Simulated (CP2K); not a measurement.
# WAu (F-43m) in CP2K: settings compared, part 2 of 2

CP2K 2026.2.

**4. Single point, HLE17**

File wau_scf.inp:

```
&GLOBAL
  PROJECT wau_scf
  RUN_TYPE ENERGY_FORCE
  PRINT_LEVEL LOW
&END GLOBAL
&FORCE_EVAL
  METHOD QS
  STRESS_TENSOR ANALYTICAL
  &DFT
    BASIS_SET_FILE_NAME BASIS_MOLOPT_UZH
    POTENTIAL_FILE_NAME POTENTIAL_UZH
    &MGRID
      CUTOFF 700
      REL_CUTOFF 60
      NGRIDS 5
    &END MGRID
    &QS
      METHOD GPW
      EPS_DEFAULT 1.0E-9
    &END QS
    &KPOINTS
      SCHEME MONKHORST-PACK 8 8 8
      GAMMA_CENTERED T
      SYMMETRY T
      SYMMETRY_BACKEND SPGLIB
    &END KPOINTS
    &SCF
      SCF_GUESS ATOMIC
      EPS_SCF 1.0E-6
      MAX_SCF 100
      ADDED_MOS 16
      CHOLESKY OFF
      EPS_EIGVAL 1.0E-7
      &DIAGONALIZATION ON
        ALGORITHM STANDARD
      &END DIAGONALIZATION
      &MIXING ON
        METHOD BROYDEN_MIXING
        ALPHA 0.4
        BETA 1.5
        NBUFFER 8
      &END MIXING
      &SMEAR ON
        METHOD FERMI_DIRAC
        ELECTRONIC_TEMPERATURE [K] 580.226
      &END SMEAR
    &END SCF
    &XC
      &XC_FUNCTIONAL
        &MGGA_XC_HLE17
        &END MGGA_XC_HLE17
      &END XC_FUNCTIONAL
    &END XC
    &PRINT
      &KPOINTS ON
      &END KPOINTS
      &MULLIKEN ON
      &END MULLIKEN
      &MO ON
        ENERGIES T
        OCCUPATION_NUMBERS T
        &EACH
          QS_SCF 0
        &END EACH
        ADD_LAST NUMERIC
      &END MO
      &E_DENSITY_CUBE ON
        STRIDE 2
      &END E_DENSITY_CUBE
      &V_HARTREE_CUBE ON
        STRIDE 2
      &END V_HARTREE_CUBE
      &ELF_CUBE ON
        STRIDE 2
      &END ELF_CUBE
    &END PRINT
  &END DFT
  &SUBSYS
    &CELL
      A 4.1142442378 0.0000000000 0.0000000000
      B 2.0571221189 3.5630400273 0.0000000000
      C 2.0571221189 1.1876800091 3.3592663533
      PERIODIC XYZ
    &END CELL
    &COORD
      SCALED
      W   0.0000000000 0.0000000000 0.0000000000
      Au  0.7500000000 0.7500000000 0.7500000000
    &END COORD
    &KIND W
      BASIS_SET TZVP-MOLOPT-PBE-GTH-q14
      POTENTIAL GTH-PBE-q14
    &END KIND
    &KIND Au
      BASIS_SET TZVP-MOLOPT-PBE-GTH-q11
      POTENTIAL GTH-PBE-q11
    &END KIND
    &PRINT
      &ATOMIC_COORDINATES ON
      &END ATOMIC_COORDINATES
      &CELL ON
      &END CELL
    &END PRINT
  &END SUBSYS
  &PRINT
    &FORCES ON
    &END FORCES
    &STRESS_TENSOR ON
    &END STRESS_TENSOR
  &END PRINT
&END FORCE_EVAL
```

Potentials or basis: POTENTIAL_UZH W GTH-PBE-q14, Au GTH-PBE-q11; TZVP-MOLOPT-PBE-GTH basis.

On the command line:

```console
$ OMP_NUM_THREADS=1 cp2k.psmp -i wau_scf.inp -o wau_scf.out
```

wau_scf.out:

```text

 CP2K| version string:                                       CP2K version 2026.2
 CP2K| Input file name                                               wau_scf.inp

 GLOBAL| Force Environment number                                              1
 GLOBAL| Basis set file name                                    BASIS_MOLOPT_UZH
 GLOBAL| Potential file name                                       POTENTIAL_UZH
 GLOBAL| MM Potential file name                                     MM_POTENTIAL
 GLOBAL| Coordinate file name                                      __STD_INPUT__
 GLOBAL| Method name                                                        CP2K
 GLOBAL| Project name                                                    wau_scf
 GLOBAL| Run type                                                   ENERGY_FORCE
 GLOBAL| FFT library                                                       FFTW3
[... 8 lines left out ...]
 GLOBAL| CPU model name                                                  UNKNOWN

 CELL| Volume [angstrom^3]:                                            49.244214
 CELL| Vector a [angstrom]:       4.114     0.000     0.000   |a| =     4.114244
 CELL| Vector b [angstrom]:       2.057     3.563     0.000   |b| =     4.114244
 CELL| Vector c [angstrom]:       2.057     1.188     3.359   |c| =     4.114244
 CELL| Angle (b,c), alpha [degree]:                                    60.000000
 CELL| Angle (a,c), beta  [degree]:                                    60.000000
 CELL| Angle (a,b), gamma [degree]:                                    60.000000
 CELL| Numerically orthorhombic:                                              NO
 CELL| Periodicity                                                           XYZ

 CELL_REF| Volume [angstrom^3]:                                        49.244214
 CELL_REF| Vector a [angstrom     4.114     0.000     0.000   |a| =     4.114244
 CELL_REF| Vector b [angstrom     2.057     3.563     0.000   |b| =     4.114244
 CELL_REF| Vector c [angstrom     2.057     1.188     3.359   |c| =     4.114244
 CELL_REF| Angle (b,c), alpha [degree]:                                60.000000
 CELL_REF| Angle (a,c), beta  [degree]:                                60.000000
[... 13 lines left out ...]

  Total number of            - Atomic kinds:                                   2
                             - Atoms:                                          2
                             - Shell sets:                                     2
                             - Shells:                                        21
                             - Primitive Cartesian functions:                 12
                             - Cartesian basis functions:                     81
                             - Spherical basis functions:                     69

  Maximum angular momentum of- Orbital basis functions:                        3
[... 117 lines left out ...]
  Core Hamiltonian energy:                                     41.15328294619904
  Hartree energy:                                              30.80716528213801
  Exchange-correlation energy:                                -15.28598614148946
  Electronic entropic energy:                                  -0.00065964167595
  Fermi energy:                                                 0.21140483170834

  Total energy:                                              -103.44321733082843
  Total energy (extrapolated to T->0):                       -103.44288750999046

 MO| EIGENVALUES AND OCCUPATION NUMBERS FOR K POINT 1
 MO|
 MO|  Index      Eigenvalue [a.u.]        Eigenvalue [eV]             Occupation
 MO|      1              -2.591864             -70.528211               2.000000
 MO|      2              -1.270908             -34.583159               2.000000
 MO|      3              -1.270534             -34.572982               2.000000
 MO|      4              -1.270534             -34.572981               2.000000
 MO|      5              -0.028279              -0.769504               2.000000
 MO|      6              -0.019657              -0.534887               2.000000
[... 476 lines left out ...]
 MO|     28               1.077777              29.327807               0.000000
 MO|     29               1.111215              30.237693               0.000000
 MO| Sum:                                                              25.942623
 MO| E(Fermi):            0.211405 a.u.          5.752618 eV

 [... the levels of further k-points ...]

 The electron density is written in Cube    file format to the file:

 wau_scf-ELECTRON_DENSITY-1_0.cube

 !-----------------------------------------------------------------------------!
                     Mulliken Population Analysis

 #  Atom  Element  Kind  Atomic population                           Net charge
       1     W        1         13.824720                              0.175280
       2     Au       2         11.175280                             -0.175280
 # Total charge                             25.000000                  0.000000

 !-----------------------------------------------------------------------------!

               ----- ELF is computed on the real space grid -----

 ELF is written in Cube    file format to the file:

 wau_scf-ELF_S1-1_0.cube

 ENERGY| Total FORCE_EVAL ( QS ) energy [hartree]           -103.443217175423456

 FORCES| Atomic forces [hartree/bohr]
 FORCES|   Atom     x               y               z               |f|
 FORCES|      1 -5.04708367E-09 -9.73520696E-09 -5.78598382E-09   1.23985853E-08
 FORCES|      2  5.11992477E-09  9.75290723E-09  5.86350543E-09   1.24785226E-08
 FORCES| Sum     7.28411031E-11  1.77002719E-11  7.75216100E-11
 FORCES| Total atomic force                                       1.07836570E-10

 STRESS| Analytical stress tensor [bar]
 STRESS|                        x                   y                   z
 STRESS|      x       -7.87577588493E+04  -5.43591862108E-02  -6.55064760541E-02
 STRESS|      y       -5.43591862108E-02  -7.87577589814E+04   4.48606269535E-02
 STRESS|      z       -6.55064760541E-02   4.48606269535E-02  -7.87580650541E+04
 STRESS| 1/3 Trace                                            -7.87578609616E+04
 STRESS| Determinant                                          -4.88519312206E+14

 STRESS| Eigenvectors and eigenvalues of the analytical stress tensor [bar]
 STRESS|                        1                   2                   3
 STRESS| Eigenvalues  -7.87580819826E+04  -7.87578125890E+04  -7.87576883133E+04
 STRESS|      x           0.180506109776      0.681443514446      0.709261785911
 STRESS|      y          -0.105440198586      0.730357761702     -0.674877695915
 STRESS|      z           0.977905879344     -0.047034843909     -0.203685577798
```

It took 3.2 min on 1 thread of Arm Neoverse V2, shared host; peak memory 0.5 GiB.

Results:

- Free energy: -2814.8331 eV
- Pressure: -7.9 GPa
- Band gap on the k mesh: none (metal or under the smearing width)
- Mulliken charges: W +0.18; Au -0.18 e

Levels at points of the mesh, in eV from the Fermi level:
```tsv
k point	band 11	band 12	band 13	band 14	band 15	band 16
(0.00, 0.00, 0.00)	-0.79	-0.79	-0.79	1.25	1.25	10.31
(0.00, 0.00, 0.50)	-1.36	-0.37	-0.37	1.16	1.16	1.98
(0.00, 0.50, 0.50)	-2.45	0.24	1.27	1.27	1.37	2.71
```

Caveat: Mulliken charges move with the basis; the potentials were made for another functional, which shifts forces and pressure; the potentials were made for a functional far from this one; the basis of atomic orbitals isn't converged, which shifts pressures, moduli and gaps. The run has no spin-orbit coupling, so splittings on Au, W are missing.

**5. Overview**

```csv
level,cutoff of the non-local correlation (Ry),gap on the mesh (eV),pressure (GPa)
vdW-DF-cx,300,none,-1.5
PW91,-,none,1.7
HLE17,-,none,-7.9
```

Alike in all rows: task single point; potentials or basis POTENTIAL_UZH W GTH-PBE-q14, Au GTH-PBE-q11; TZVP-MOLOPT-PBE-GTH basis; no spin polarisation; cell as given; k mesh 8 × 8 × 8; smearing fermi-dirac 0.05 eV.

Caveats: the potentials were made for another functional, which shifts forces and pressure; the basis of atomic orbitals isn't converged, which shifts pressures, moduli and gaps; the potentials were made for a functional far from this one (some runs).

Absolute energies hang on the potentials; compare differences alone.
